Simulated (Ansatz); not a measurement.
## BeI: a ladder of basis sets, step by step

Program: Ansatz's Python interface.

The cells in order, each with its output:

**Cell 1**
```python
import ansatz as az
```

**Cell 2**
```python
config = {
    "functional": "B3LYP",
    "vdw": "d3bj",
}
```

**Cell 3**
```python
mol = (
    az.Crystal.molecule()
    .atom("Be", (0.0, 0.0, 0.0))
    .atom("I", (0.0, 0.0, 2.27))
)
```

**Cell 4**
```python
calculation = (
    mol.calculation()
    .functional(config["functional"], dispersion=config["vdw"])
    .spin("collinear", total=1)
)

energies = {}
for basis in ["def2-SVP", "def2-SVPD", "def2-TZVP", "def2-TZVPP"]:
    summary = calculation.basis(gaussian=basis).run(threads=1, backend="cpu").report
    size = summary["n_frozen"] + summary["n_occupied"][0] + summary["n_virtual"][0]
    energies[basis] = (summary["reference_energy_ev"] / 27.211386246, summary["free_energy_ev"] / 27.211386246)
    print(f"{basis:14s} {size:4d} orbitals  reference {energies[basis][0]:14.6f} Ha  total {energies[basis][1]:14.6f} Ha")
```
Output:
```text
def2-SVP         35 orbitals  reference    -312.520211 Ha  total    -312.523577 Ha
def2-SVPD        47 orbitals  reference    -312.522419 Ha  total    -312.525784 Ha
def2-TZVP        69 orbitals  reference    -312.546923 Ha  total    -312.550288 Ha
def2-TZVPP       69 orbitals  reference    -312.546923 Ha  total    -312.550288 Ha
```

**Cell 5**
```python
last = energies["def2-TZVPP"][1]
for basis, (_, total) in energies.items():
    print(f"{basis:14s} lies {27.211386 * (total - last):9.4f} eV above def2-TZVPP")
```
Output:
```text
def2-SVP       lies    0.7269 eV above def2-TZVPP
def2-SVPD      lies    0.6668 eV above def2-TZVPP
def2-TZVP      lies    0.0000 eV above def2-TZVPP
def2-TZVPP     lies    0.0000 eV above def2-TZVPP
```

Against def2-SVP: def2-SVPD -2.2 mHa, def2-TZVP -26.7 mHa and def2-TZVPP -26.7 mHa. The last step alone is +0.00 mHa (these two sets differ little on atoms other than hydrogen). From the first set to the last the time grows from 1.1 to 1.3 s.

Caveats:
- The drop along the ladder measures the basis error, and is no property of the molecule.
- The geometry is a force-field or estimated start, not a minimum of this method, and the last set is no limit. Much of the fall in a total is atomic energy, which cancels in bond and reaction energies.
- def2 sets replace the cores of elements past krypton by effective core potentials.
- The species is open-shell (spin multiplicity 2).
- Total less reference energy is the dispersion correction.
- b3lyp holds the VWN-RPA fit, as in Gaussian; the form of ORCA and Turbomole is b3lyp5.
- The spin state was assumed, and another may lie lower.
- Finished in 5.7 s on 1 thread of Arm Neoverse V2 (shared host), peak memory 0.19 GiB.
